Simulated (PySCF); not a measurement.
# WCl₂: relaxation and vibrations of the quintet

Aim: relax WCl₂ as a quintet from a linear start, check by its vibrations whether the end is a minimum, and collect its spectrum and constants.

Method: PBE0, basis W def2-TZVP with ECP60, Cl def2-TZVP, scalar-relativistic core potentials, no spin–orbit coupling, density fitting; program: PySCF 2.14.0.

## Step 1: Starting geometry

3 atoms, charge 0, spin multiplicity 5.

Bond lengths: W1–Cl2 2.360 Å, W1–Cl3 2.360 Å. Angles: Cl2–W1–Cl3 180.0°.

Coordinates in bohr (charge 0 multiplicity 5):
```
W     0.0000    0.0000    0.0000
Cl    0.0000    0.0000    4.4598
Cl    0.0000    0.0000   -4.4598
```

## Step 2: First SCF at the start

One driver script runs all steps and calls PySCF; scf.py shows how it sets up the SCF of each step. The optimiser is the driver's own. After this first run the driver tries any further starts and a stability analysis.

scf.py

```python
from pyscf import gto, scf, dft
mol = gto.M(atom='''
W      0.000000     0.000000     0.000000
Cl     0.000000     0.000000     2.360000
Cl     0.000000     0.000000    -2.360000''',
    basis={'W': 'def2-TZVP', 'Cl': 'def2-TZVP'},
    ecp={'W': 'def2-TZVP'},
    charge=0, spin=4)
mf = dft.UKS(mol, xc='PBE0')
mf.grids.atom_grid = (50, 194)
aux = {'W': 'def2-universal-JKFIT', 'Cl': 'def2-universal-JKFIT'}
mf = mf.density_fit(auxbasis=aux)
mf.conv_tol = 1e-08
mf.diis_space = 10
mf.max_cycle = 60
mf.init_guess = 'minao'
mf.verbose = 4
mf.kernel()
```

Run with:

```bash
OMP_NUM_THREADS=4 python axn.py task.json out
```

Further steps of the session: Linear start, quintet: relaxation; Vibrations and properties at this point; Downhill along the imaginary mode; Hessian and properties.

Q: Predict the outcome of this session. Wanted: minimum; geometry; wavenumbers; dipole moment; highest occupied, lowest empty level; polar-tensor charge of W1; zero-point energy; atomisation energy; ⟨S²⟩.

**Answer**, as computed:

| quantity | value |
| --- | --- |
| minimum | quintet, C2v |
| geometry | W–Cl 2.267 Å (×2); Cl–W–Cl 141.3° |
| wavenumbers (cm⁻¹) | 62 (a1), 389 (a1), 398 (b2) |
| dipole moment | 1.55 D |
| highest occupied, lowest empty level (either spin) | -6.13, -3.35 eV |
| polar-tensor charge of W1 | +1.10 e |
| zero-point energy | 5.1 kJ/mol |
| entropy at 298.15 K | 322.9 J/(mol K) |
| atomisation energy (no zero-point energy) | 879 kJ/mol |
| ⟨S²⟩ | 6.018 |

The linear start (D∞h) ends in a minimum of C2v symmetry, after a stop at a saddle point 6.5 kJ/mol higher, from which it was pushed off along an imaginary mode. In the infrared the band at 398 cm⁻¹ (b2, stretch) leads. Most of the spin sits on W1 (Mulliken spin 4.02, against 4 for the whole molecule). Other starts or spin states, not run here, may lie lower. Open d and f shells are described by one determinant, and the ground state may have another occupation or spin. With an element this heavy the missing spin–orbit coupling can shift these numbers.
